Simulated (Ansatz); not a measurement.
**CH₆BNS: up Jacob's ladder to CCSD(T)**

How much do the methods differ for CH₆BNS? The plan is to run it at one geometry with functionals of several rungs and with coupled cluster. The yardstick is the atomisation energy at the CCSD(T) limit.

Method: functionals in def2-TZVPP, the program's frozen cores in correlated methods; program: Ansatz 0.2.0, Gaussian basis.

Plan: LDA (SPW92), PBE-D4, revPBE-D4, BLYP-D4, r2SCAN-D4, B97M-V, PBE0-D4, B3LYP-D4, r2SCANh-D4, r2SCAN0-D4, HSE06-D4, BHLYP-D4, CAM-B3LYP-D4, LC-ωPBE, ωB97X-V, ωB97M-V, B2PLYP, PBE-QIDH; CCSD(T)/def2-SVP; CCSD(T)/def2-TZVPP; MP2/def2-QZVPP; extrapolation to the limit; RPA on PBE.

**1. The relaxed structure**

The geometry comes from an earlier relaxation with PBE0-D4 in a triple-zeta def2 set; it is a stationary point, not always the lowest conformer.

SMILES `CNBS`, 10 atoms, charge 0, spin multiplicity 1.

Atoms are counted from 1 here; the program's logs count them from 0.

Bond lengths: C1–N2 1.444 Å, C1–H5 1.095 Å, C1–H6 1.095 Å, C1–H7 1.090 Å, N2–B3 1.389 Å, N2–H8 1.009 Å, B3–S4 1.820 Å, B3–H9 1.195 Å, S4–H10 1.339 Å. Angles: N2–C1–H5 111.6°, N2–C1–H6 111.6°, N2–C1–H7 109.1°, H5–C1–H6 108.1°, H5–C1–H7 108.1°, H6–C1–H7 108.1°, C1–N2–B3 125.8°, C1–N2–H8 114.1°, B3–N2–H8 120.1°, N2–B3–S4 119.9°, N2–B3–H9 119.9°, S4–B3–H9 120.2°, B3–S4–H10 96.2°.

**2. LDA**

This LDA is Slater exchange with PW92 correlation.

File in.yaml:

```yaml
crystal:
  periodic: [false, false, false]
  atoms:
    - {symbol: C, position_ang: [-1.419795, 0.603243, -0.178227]}
    - {symbol: N, position_ang: [-0.345961, -0.358312, -0.260453]}
    - {symbol: B, position_ang: [0.946050, -0.176293, 0.215673]}
    - {symbol: S, position_ang: [2.178222, -1.501657, 0.025410]}
    - {symbol: H, position_ang: [-1.782489, 0.888862, -1.170669]}
    - {symbol: H, position_ang: [-2.266936, 0.213798, 0.395113]}
    - {symbol: H, position_ang: [-1.056467, 1.501080, 0.321265]}
    - {symbol: H, position_ang: [-0.601167, -1.223679, -0.711127]}
    - {symbol: H, position_ang: [1.244805, 0.850191, 0.748873]}
    - {symbol: H, position_ang: [3.186738, -0.848432, 0.617042]}
basis:
  gaussian: {orbitals: def2-TZVPP}
hamiltonian: {xc: lda}
output: {orbitals: {seedname: orbitals}}
```

After this run come: PBE-D4 (GGA); revPBE-D4 (GGA); BLYP-D4 (GGA); r2SCAN-D4 (meta-GGA); B97M-V (meta-GGA); PBE0-D4 (hybrid); B3LYP-D4 (hybrid); r2SCANh-D4 (hybrid); r2SCAN0-D4 (hybrid); HSE06-D4 (hybrid); BHLYP-D4 (hybrid); CAM-B3LYP-D4 (range-separated); LC-ωPBE (range-separated); ωB97X-V (range-separated); ωB97M-V (range-separated); B2PLYP (double hybrid); PBE-QIDH (double hybrid); CCSD(T) in def2-SVP; CCSD(T) in def2-TZVPP; MP2 in def2-QZVPP; RPA on PBE orbitals.

Q: Predict the results of all the runs planned. Wanted: atomisation energy, CCSD(T)/CBS; farthest beyond LDA; mean size of error, GGA; mean size of error, meta-GGA; mean size of error, hybrid; mean size of error, range-separated; mean size of error, double hybrid; gap, smallest and largest; T1 diagnostic.

The runs gave:

```
                               quantity                                              value
        atomisation energy, CCSD(T)/CBS                                      3648.9 kJ/mol
 functionals within 18.2 kJ/mol (0.5 %)  revPBE-D4, BLYP-D4, r2SCANh-D4, LC-ωPBE, PBE-QIDH
                    farthest beyond LDA                              PBE-D4 (+88.9 kJ/mol)
                mean size of error, GGA                                        36.7 kJ/mol
           mean size of error, meta-GGA                                        26.3 kJ/mol
             mean size of error, hybrid                                        31.3 kJ/mol
    mean size of error, range-separated                                        25.4 kJ/mol
      mean size of error, double hybrid                                        13.9 kJ/mol
              gap, smallest and largest          5.15 eV (LDA (SPW92)), 12.26 eV (LC-ωPBE)
                          T1 diagnostic                                             0.0122
triples share of the correlation energy                                              4.0 %
```

**Reading.** The LDA atomisation energy is off by 529.6 kJ/mol (15 %): it overbinds. PBE-D4 misses by +88.9 kJ/mol. Double hybrids carry the basis error of their MP2 part in triple zeta, and no dispersion term here, so their miss is partly the set-up's. By mean error the best rung here is double hybrid (13.9 kJ/mol) and the worst beyond LDA is GGA (36.7 kJ/mol). Misses under about 18.2 kJ/mol are within the doubt on the reference itself, which lacks core-valence correlation, relativity and higher excitations. Hartree-Fock recovers 74 % of the binding; the rest is correlation. CCSD(T) in def2-SVP is off by -181.9 kJ/mol, which most functionals beat. The gap grows from 5.2 to 12.3 eV across the functionals, mostly with the share of exact exchange.
